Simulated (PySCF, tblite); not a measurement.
# C3H12AlNSi2: geometry, infrared bands and NMR shifts

Aim: predict the infrared bands and NMR shifts of C3H12AlNSi2 (`[AlH2][N]([SiH3])[SiH2]C1CC1`).

Programs: tblite 0.8.0 and PySCF 2.14.0, with density-fitted response routines of our own. Each step states its level of theory. These are calculated values for one molecule in the gas phase, unless marked as measured. Atoms are numbered from 0 throughout.

## 1. The starting structure

19 atoms, charge 0, multiplicity 1; geometry from: force field or distance geometry start.

Bonds of the start (Å): Al0–N1 1.91, N1–Si2 1.81, N1–Si3 1.79, Si3–C4 1.87, C4–C5 1.53, C5–C6 1.52, C6–C4 1.51, Al0–H7 1.59, Al0–H8 1.59, Si2–H9 1.46, Si2–H10 1.47, Si2–H11 1.47, Si3–H12 1.49, Si3–H13 1.48, C4–H14 1.12, C5–H15 1.10, C5–H16 1.11, C6–H17 1.12, C6–H18 1.11.

## 2. Relaxing the molecule with GFN2-xTB

Job settings and geometry (Å):

```
{"job": {"kind": "relax", "xc": "GFN2-xTB", "basis": "xTB"}, "charge": 0, "multiplicity": 1}
Al     1.292000     0.338800    -1.908200
N      1.471300     0.655900    -0.037400
Si     3.028700    -0.110700     0.478700
Si     0.150800    -0.203700     0.811400
C     -1.483100     0.669300     0.532200
C     -2.334800     0.101200    -0.603700
C     -2.713000    -0.156400     0.841700
H      1.267900    -1.148400    -2.463600
H      1.116900     1.572700    -2.903600
H      4.135500     0.535500    -0.223400
H      3.004900    -1.547400     0.161100
H      3.203800     0.069300     1.924600
H      0.408300    -0.205200     2.277400
H      0.077500    -1.610200     0.362300
H     -1.602600     1.769300     0.705100
H     -2.980100     0.847200    -1.098600
H     -1.923000    -0.786500    -1.122300
H     -2.538500    -1.212600     1.171500
H     -3.592400     0.431100     1.193600
```

Started as:

```
> OMP_NUM_THREADS=1 python probes_run.py task.json out
```

The driver reads the jobs from task.json and runs them one after another.

**Question.** This job is followed by: GFN2-xTB harmonic vibrations, gas phase; GIAO PBE0/pcSseg-1 NMR shielding, non-relativistic, gas phase. What will the session give for the following? strongest single infrared mode (GFN2-xTB); zero-point energy (GFN2-xTB); 13C shifts against TMS (PBE0/pcSseg-1, means over atoms taken as alike); 1H shifts against TMS (PBE0/pcSseg-1, means over atoms taken as alike); 27Al shifts against AlH4- (PBE0/pcSseg-1); 15N shifts against NH3 (PBE0/pcSseg-1); 29Si shifts against TMS (PBE0/pcSseg-1).

As calculated:

```
                                                               quantity                                   value
                              strongest single infrared mode (GFN2-xTB)                   2208 cm⁻¹, 582 km/mol
                                           zero-point energy (GFN2-xTB)                           81.0 kcal/mol
13C shifts against TMS (PBE0/pcSseg-1, means over atoms taken as alike)                            8.4, 5.4 ppm
 1H shifts against TMS (PBE0/pcSseg-1, means over atoms taken as alike)  4.91, 4.85, 4.76, 1.07, 1.01, 0.99 ppm
                              27Al shifts against AlH4- (PBE0/pcSseg-1)                                90.4 ppm
                                 15N shifts against NH3 (PBE0/pcSseg-1)                                19.7 ppm
                                29Si shifts against TMS (PBE0/pcSseg-1)                        -22.9, -61.2 ppm
```

The optimisation took 145 steps and gained 1.033 eV; among the close pairs (by a distance rule), N1–Si2 changed most, from 1.811 to 1.741 Å. No mode is imaginary among the 51: a minimum at this level. The strongest single mode, at 2208 cm⁻¹, moves mainly H11 and H10. GFN2-xTB is a fitted tight-binding method: band positions and strengths are rough. Its intensities can rank the bands wrongly. At PBE0/pcSseg-1: The widest tensor belongs to Si2: span 110 ppm, with a paramagnetic part of -469 ppm.
